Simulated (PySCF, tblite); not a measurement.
**C3H11ClN2Si2: geometry, infrared bands and NMR shifts**

What infrared bands and NMR shifts should C3H11ClN2Si2 (`CN1C[Si@@H](Cl)C[Si@H]1N`) show?

Programs: tblite 0.8.0 and PySCF 2.14.0, with density-fitted response routines of our own. Each step states its level of theory. These are calculated values for one molecule in the gas phase, unless marked as measured. Atoms are numbered from 0 throughout.

## Step 1: The starting structure

19 atoms, charge 0, multiplicity 1; geometry from: force field or distance geometry start.

Bonds of the start (Å): C0–N1 1.48, N1–C2 1.47, C2–Si3 1.92, Si3–Cl4 2.04, Si3–C5 1.87, C5–Si6 1.85, Si6–N7 1.69, Si6–N1 1.71, C0–H8 1.10, C0–H9 1.08, C0–H10 1.10, C2–H11 1.10, C2–H12 1.10, Si3–H13 1.49, C5–H14 1.10, C5–H15 1.08, Si6–H16 1.47, N7–H17 1.01, N7–H18 1.01.

## Step 2: Geometry optimisation with GFN2-xTB

Job settings and geometry (Å):

```
{"job": {"kind": "relax", "xc": "GFN2-xTB", "basis": "xTB"}, "charge": 0, "multiplicity": 1}
C      0.703600    -1.183400     1.749600
N      0.233400    -0.252000     0.702700
C     -1.169500     0.097100     0.956200
Si    -1.814200     0.850300    -0.684300
Cl    -2.543200     2.732400    -0.367200
C     -0.349600     0.893400    -1.839400
Si     0.726700    -0.304800    -0.932200
N      2.335100     0.194000    -0.801800
H      0.255900    -2.178500     1.628600
H      1.781200    -1.292700     1.740600
H      0.433700    -0.809600     2.747000
H     -1.791100    -0.784900     1.187200
H     -1.264900     0.822800     1.783400
H     -2.906500     0.015000    -1.248400
H      0.092500     1.903100    -1.876100
H     -0.603400     0.573500    -2.837000
H      0.646700    -1.692600    -1.409100
H      2.359600     0.968600    -0.159700
H      2.864000    -0.542500    -0.347400
```

Command:

```sh
$ OMP_NUM_THREADS=1 python probes_run.py task.json out
```

This one command runs all jobs of the session in turn.

**Question.** This job is followed by: GFN2-xTB harmonic vibrations, gas phase; GIAO PBE0/pcSseg-1 NMR shielding, non-relativistic, gas phase. Predict these results of the whole session: strongest single infrared mode (GFN2-xTB); zero-point energy (GFN2-xTB); ¹³C shifts against TMS (PBE0/pcSseg-1); ¹H shifts against TMS (PBE0/pcSseg-1, means over atoms taken as alike); ¹⁵N shifts against NH3 (PBE0/pcSseg-1); ²⁹Si shifts against TMS (PBE0/pcSseg-1); ³⁵Cl shifts against HCl (PBE0/pcSseg-1).

The runs gave:

| quantity | value |
| --- | --- |
| strongest single infrared mode (GFN2-xTB) | 2197 cm⁻¹, 339 km/mol |
| zero-point energy (GFN2-xTB) | 88.9 kcal/mol |
| ¹³C shifts against TMS (PBE0/pcSseg-1) | 47.1, 39.0, 1.1 ppm |
| ¹H shifts against TMS (PBE0/pcSseg-1, means over atoms taken as alike) | 5.43, 4.86, 2.60, 2.59, 2.54, 0.74, 0.34, 0.04 ppm |
| ¹⁵N shifts against NH3 (PBE0/pcSseg-1) | 46.7, 27.8 ppm |
| ²⁹Si shifts against TMS (PBE0/pcSseg-1) | 10.9, -16.2 ppm |
| ³⁵Cl shifts against HCl (PBE0/pcSseg-1) | -10 ppm |

**Reading.** Relaxing lowered the energy by 0.542 eV in 72 steps; the close pair that moved most is C5–Si6, from 1.849 to 1.899 Å. No mode is imaginary among the 51: a minimum at this level. The strongest single mode, at 2197 cm⁻¹, moves mainly H16. Unscaled tight-binding wavenumbers are off by several per cent, some by more. Its intensities can rank the bands wrongly. At PBE0/pcSseg-1: Shielding is most anisotropic at Si6 (span 99 ppm, paramagnetic term -518 ppm).
